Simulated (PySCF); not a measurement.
**GeH: a composite coupled-cluster curve**

What constants does extrapolated CCSD(T) give for GeH, and what does each step add?

Computed with PySCF 2.14.0. Level: CCSD(T) on ROHF, scalar-relativistic core potentials.

2 further runs of the same task are left out: 2 set aside as unsound or not needed.

**1. Set-up**

```yaml
molecule: GeH
state: doublet, unpaired electrons π ↑
smaller_basis: Ge cc-pwCVDZ-PP with ECP10, H aug-cc-pVDZ
larger_basis: Ge cc-pwCVTZ-PP with ECP10, H aug-cc-pVTZ
frozen_core_orbitals: 4
extrapolation: correlation as n⁻³ (n = 2, 3), Hartree–Fock as (n+1)·exp(−9√n)
corrections: none
distances_Å: 1.4162, 1.4805, 1.5449, 1.6093, 1.6737, 1.7541, 1.8346
masses_u: 73.9212, 1.0078
dissociation_limit: Ge + H
```

Command:

```
$ OMP_NUM_THREADS=4 python comp.py task.json out
```

**2. The runs**

What does the calculation give? Wanted: for each run, Re; ωe; ωexe; αe; De.

As calculated:

```tsv
level	Re (Å)	ωe (cm⁻¹)	ωexe (cm⁻¹)	αe (cm⁻¹)	De (eV)
CCSD(T), smaller basis	1.5941	1869.6	33.6	0.198	2.766
CCSD(T), larger basis	1.5860	1894.1	33.0	0.198	2.900
HF/CBS	1.5833	1981.2	28.8	0.174	1.971
MP2/CBS	1.5694	1976.6	29.9	0.185	2.767
CCSD/CBS	1.5814	1921.1	31.9	0.193	2.919
CCSD(T)/CBS	1.5837	1903.4	32.8	0.197	2.949
```

What this shows: The last step gives Re = 1.5837 Å, ωe = 1903.4 cm⁻¹ and De = 2.949 eV; the smaller basis alone is off from it by +10.4 mÅ and -0.18 eV. Near the minimum the mean field binds by 1.97 eV and correlation adds 0.98 eV of binding. T1 is 0.015. Spin–orbit coupling and excitations beyond (T) are left out.
